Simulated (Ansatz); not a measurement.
# TiWN2: the cost of one run

Program: Ansatz 0.2.0. Level of theory: DFT PBE, scalar-relativistic, plane waves, PAW. These are calculated values, not measurements.

## Step 1: The structure to begin with

Symmetry: P-6m2, No. 187, hexagonal system. Conventional cell: a = 3.522 Å, b = 3.522 Å, c = 4.574 Å, α = 90.00°, β = 90.00°, γ = 120.00°. Ti (site symmetry -6m2) has 6 N at 2.34 Å as nearest neighbours. Around W (site symmetry -6m2) lie 6 N at 2.32 Å. N (site symmetry 3m) is surrounded by 2 N at 2.24 to 2.33 Å and 3 W at 2.32 Å and 3 Ti at 2.34 Å.

Structure file:

```
CELL_PARAMETERS angstrom
3.52188 0.00000 0.00000
-1.76094 3.05004 0.00000
0.00000 0.00000 4.57351
ATOMIC_POSITIONS crystal
Ti 0.00000 0.00000 0.00000
W 0.33333 0.66667 0.50000
N 0.66667 0.33333 0.74502
N 0.66667 0.33333 0.25498
```

The cell is invented: species swapped into a database cell of BiSbPt2 (P-6m2, No. 187), with W on the Sb sites, Ti on the Bi sites and N on the Pt sites. Its size is a rough estimate.

## Step 2: A first look at the guess

Contents of input.yaml:

```yaml
crystal:
  lattice:
    - [3.52188353, 0.0, 0.0]
    - [-1.76094177, 3.05004061, 0.0]
    - [0.0, 0.0, 4.57351142]
  atoms:
    - { symbol: Ti, position: [0.0, 0.0, 0.0], spin: 1.0 }
    - { symbol: W, position: [0.33333333, 0.66666667, 0.5] }
    - { symbol: "N", position: [0.66666667, 0.33333333, 0.74501824] }
    - { symbol: "N", position: [0.66666667, 0.33333333, 0.25498176] }
basis:
  ecutwfc: 420
kpoints:
  mp_grid: { grid: [6, 6, 4] }
hamiltonian:
  xc: pbe
scf:
  occupations: { method: gaussian, width: 0.1 }
  lower_state_search: "off"
output:
  forces: true
  stress: true
  eigenvalues: true
  populations: true
magnetization:
  spin_polarized: true
```

The run is started by

```
ansatz run input.yaml --threads 1 --pin off --max-ram 2560MiB --backend cpu --events-out ev --progress --plain --runs-dir out
```

Q: Estimate wall time and peak memory on 1 thread of Arm Neoverse V2, shared host.

About 12 s, with a peak of 0.34 GiB.
